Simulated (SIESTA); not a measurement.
The system is TaAs.

```xyz
4
Lattice="-1.7218 1.7218 5.8679 1.7218 -1.7218 5.8679 1.7218 1.7218 -5.8679" Properties=species:S:1:pos:R:3 pbc="T T T"
Ta    0.0000    0.0000    5.8676
Ta    1.7218    0.0000    2.9336
As    0.0000    0.0000    0.9698
As    0.0000    1.7218    3.9037
```

The cell is a database's computed one.

| Item | Value |
| --- | --- |
| Program | SIESTA 5.4.2 |
| Task | single point |
| Functional | PBEsol |
| Potentials or basis | PseudoDojo 0.4 standard (PBEsol files) |
| Basis | DZP (energy shift 0.003 Ry; two zetas on semicore shells) |
| Grid cutoff | 800 Ry |
| Energy shift | 0.003 Ry |
| k mesh | 11 × 11 × 11 |
| Occupations | fermi-dirac, width 0.05 eV |
| Spin | no spin polarisation |

On this cell: pressure -1.6 GPa; largest force 0.055 eV/Å; band gap on the k mesh none (metal or under the smearing width).

The same run follows on a disturbed copy (atoms moved at random, drawn with an rms of 0.05 Å):

```
Ta As
1.0
    -1.72181    1.72181    5.86794
     1.72181   -1.72181    5.86794
     1.72181    1.72181   -5.86794
Ta As
2 2
Direct
  0.49363 0.48643 0.98448
  0.24121 0.74923 0.49441
  0.08731 0.07299 0.99868
  0.82544 0.32285 0.48741
```

Task: What changes?

Result: The energy (extrapolated to zero smearing) moves by +4.3 meV/atom; pressure -1.5 GPa; largest force 0.537 eV/Å; band gap on the k mesh none (metal or under the smearing width).

Forces on the atoms (eV/Å):
```
Ta   0.200  0.306  0.068
Ta  -0.526  0.096  0.043
As   0.050 -0.391 -0.096
As   0.276 -0.010 -0.015
```

Stress tensor (GPa, compression positive):
```
-0.91  0.03 -0.62
 0.03 -0.92 -0.94
-0.62 -0.94 -2.63
```

Caveats: short orbitals over semicore shells can move pressures by several GPa; the basis of atomic orbitals isn't converged, which shifts pressures, moduli and gaps.
